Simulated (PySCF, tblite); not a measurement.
**ClH10NSi4, a small molecule taken as a stand-in for a surface group (Si site with back bonds [SiH3], [SiH3], N[SiH3]): NMR shifts, core binding energies and electronic excitations**

Aim: the NMR shifts, core binding energies and electronic excitations of `[SiH3]N[Si]([SiH3])([SiH3])Cl`.

Computed with tblite 0.8.0 and PySCF 2.14.0; each step states its level. No surroundings beyond the atoms listed, unless a continuum is named. Atoms count from 0, parts from 1.

### Step 1. Starting point

16 atoms, charge 0, multiplicity 1; geometry: distance geometry start.

### Step 2. Geometry optimisation with GFN2-xTB

What the job is given:

```
{"job": {"kind": "relax", "xc": "GFN2-xTB", "basis": "xTB"}, "charge": 0, "multiplicity": 1}
Si     0.289131    -0.027153     1.856187
Si    -0.019724    -2.006777     0.888551
Si    -1.424509     0.423062     3.180173
N      0.442115     1.236750     0.574571
Si    -0.569652     1.033729    -0.882473
Cl     2.100698    -0.073253     2.999684
H     -0.679241    -1.828198    -0.335580
H      1.269961    -2.618802     0.669459
H     -0.775324    -2.850071     1.771634
H     -1.727991    -0.714085     3.940348
H     -2.540187     0.813762     2.392331
H     -1.064809     1.476715     4.065211
H      1.371410     1.609825     0.400172
H     -0.014002     0.072602    -1.756236
H     -1.895193     0.582387    -0.479772
H     -0.757663     2.261065    -1.596973
```

With the program's defaults for keys left out, this is: GFN2-xTB geometry optimisation, gas phase.

Run with:

```
OMP_NUM_THREADS=1 python cluster_run.py task.json out
```

One launch serves the whole session: the jobs run in the order shown.

**Question.** The jobs that follow are: PBE0-D3(BJ)/def2-SVP geometry optimisation, gas phase; GIAO PBE0/pcSseg-1 NMR shielding, non-relativistic, gas phase; delta-SCF UKS SCAN, pcX-2 on the ionised atom, pcseg-1 elsewhere, spin-free X2C; TDDFT CAM-B3LYP/def2-SVPD, vertical, gas phase, core orbitals frozen in the response. Predict: point group; rotational constants (main isotopes); $^{1}$H shifts against TMS (PBE0/pcSseg-1); $^{29}$Si shifts against TMS (PBE0/pcSseg-1); $^{15}$N shifts against NH3 (PBE0/pcSseg-1); $^{35}$Cl shifts against HCl (PBE0/pcSseg-1); potential on the surface of density 0.002 e/bohr³, 1st and 99th percentile; Si2p binding energies, SCAN/pcX-2 (standing for 3 of 4 atoms); N1s binding energies, SCAN/pcX-2; Cl2p binding energies, SCAN/pcX-2; lowest singlet (CAM-B3LYP/def2-SVPD); brightest single state of those computed; lowest triplet; vertical ionisation energy (ΔSCF).

As calculated:

| quantity | value |
| --- | --- |
| point group | C1 |
| rotational constants (main isotopes) | 1.18, 0.78, 0.75 GHz |
| $^{1}$H shifts against TMS (PBE0/pcSseg-1) | 4.84, 4.70, 4.65, 3.97, 3.68, 3.64, 3.58, 3.57, 3.51, 0.70 ppm |
| $^{29}$Si shifts against TMS (PBE0/pcSseg-1) | 15.7, -48.7, -98.8, -100.3 ppm |
| $^{15}$N shifts against NH3 (PBE0/pcSseg-1) | 38.6 ppm |
| $^{35}$Cl shifts against HCl (PBE0/pcSseg-1) | 94 ppm |
| potential on the surface of density 0.002 e/bohr³, 1st and 99th percentile | -0.65 V and 1.81 V |
| Si2p binding energies, SCAN/pcX-2 (standing for 3 of 4 atoms) | Si0 107.41, Si1 106.79, Si2 106.78 eV |
| N1s binding energies, SCAN/pcX-2 | N3 404.44 eV |
| Cl2p binding energies, SCAN/pcX-2 | Cl5 205.79 eV |
| lowest singlet (CAM-B3LYP/def2-SVPD) | 6.04 eV (205 nm), f = 0.038 |
| brightest single state of those computed | state 6, 7.28 eV, f = 0.398 |
| lowest triplet | 5.36 eV |
| vertical ionisation energy (ΔSCF) | 9.47 eV |

What this shows: The start of the PBE0/def2-SVP relaxation was shaken at random by about 0.01 Å, so part of the energy gained, and of the first lengths quoted, undoes that. Over 36 steps the energy fell by 0.498 eV; of the close pairs, N3–H12 changed most, 0.958 to 1.019 Å (PBE0/def2-SVP). Hydrogens of an XH3 group are listed apart at this fixed geometry; free rotation makes them one line at their mean. At PBE0/pcSseg-1: The largest span, 318 ppm, is at Cl5, where the paramagnetic term is -300 ppm. At PBE0/pcSseg-1, counted by nearest atom on the grid, the HOMO lies on Cl5 22 %; Si0, Si2 about 18 % each, the LUMO on Si0 19 %; H7, H11, H12 about 8 % each. At SCAN/pcX-2: The Si2p levels kept as sound span 0.63 eV, from Si2 (silicon bonded to Si, 3 H) up to Si0 (silicon bonded to Cl, N, 2 Si). Only 3 of the 4 Si atoms are covered by sound results. The first singlet state (HOMO→LUMO 0.78, HOMO→LUMO+1 0.14) lies at 6.04 eV and is weak; of the 6 states computed, the strongest absorption comes from state 6 at 7.28 eV (the last computed, so partners may be missing). The lowest triplet lies 0.68 eV below the lowest singlet (triplets in Tamm-Dancoff, singlets in full TDDFT). ΔSCF puts the ionisation energy at 9.47 eV, 0.57 eV above −ε(HOMO). A capped cluster stands for the solid here, so long-range fields and strain are missing, and bands or shifts of the capping hydrogens have no counterpart in it.
